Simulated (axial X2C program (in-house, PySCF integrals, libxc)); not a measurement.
# A two-component session on RuCl⁻: properties at the nuclei

Wanted for RuCl⁻: properties at the nuclei, at the two-component level.

Computed with an in-house X2C program for linear molecules on PySCF integrals. Level: two-component X2C with atomic mean-field terms, Ru dyall-acv3z, Cl dyall-av3z.

All values are calculated.

### Step 1. The job

File task.json:

```json
{
 "zs": [
  44,
  17
 ],
 "q": -1,
 "bas": [
  "dyall-acv3z",
  "dyall-av3z"
 ],
 "r0": 2.24,
 "levels": [
  "PBE0",
  "HF",
  "r2SCAN",
  "TPSSh",
  "PBE"
 ],
 "nst": 3
}
```

Keys: zs atomic numbers; q charge; bas basis sets; r0 starting distance in Å; levels methods (HF also brings MP2); nst determinants followed.

Started as:

```console
$ python soeom.py task.json out
```

Further steps of the session: Expectation values, lowest determinant; Expectation values, a higher determinant; Expectation values, a higher determinant.

**Question.** What will these runs give? Wanted: lowest determinant; Eeff magnitude; Ws magnitude Ru; A∥/gI Ru; qzz Ru; higher determinant (for each run or level that gives them).

**Answer**, as computed:

```
                                        quantity                                                         value
                              lowest determinant                Ω = 4 (excess of +ω over −ω: ω = 3/2, ω = 5/2)
                    Eeff magnitude (GV/cm), PBE0                                                          3.42
                     Ws magnitude Ru (kHz), PBE0                                                         0.479
                            A∥/gI Ru (MHz), PBE0                                                           404
                             qzz Ru (a.u.), PBE0                                                         -1.03
                              higher determinant   Ω = 5 (excess of +ω over −ω: 2 × ω = 1/2, ω = 3/2, ω = 5/2)
Eeff magnitude (GV/cm), PBE0, higher determinant                                                          2.61
 Ws magnitude Ru (kHz), PBE0, higher determinant                                                         0.298
        A∥/gI Ru (MHz), PBE0, higher determinant                                                           580
         qzz Ru (a.u.), PBE0, higher determinant                                                         -0.56
                              higher determinant  Ω = 2 (excess of +ω over −ω: 2 × ω = 1/2, ω = -3/2, ω = 5/2)
Eeff magnitude (GV/cm), PBE0, higher determinant                                                          2.34
 Ws magnitude Ru (kHz), PBE0, higher determinant                                                         0.677
        A∥/gI Ru (MHz), PBE0, higher determinant                                                           701
         qzz Ru (a.u.), PBE0, higher determinant                                                         -4.93
```

What this shows: In the first state, the effective field runs from 2.88 to 3.7 GV/cm over the mean-field levels. The expectation values come from single determinants, which for open shells can mix terms of unlike spin or miss the lowest Ω, so a determinant need not be a state. Eeff is the effective electric field on the electron dipole moment in this Ω state and Ws the scalar–pseudoscalar constant (defined with the proton number Z and per Ω); A∥ is the parallel hyperfine constant, which follows by multiplying with the nuclear g factor gI = μI/(I μN); qzz is the electric field gradient, eQq0 = 234.96 MHz × Q/barn × qzz. The operators were transformed with the bare-nucleus X2C matrices.
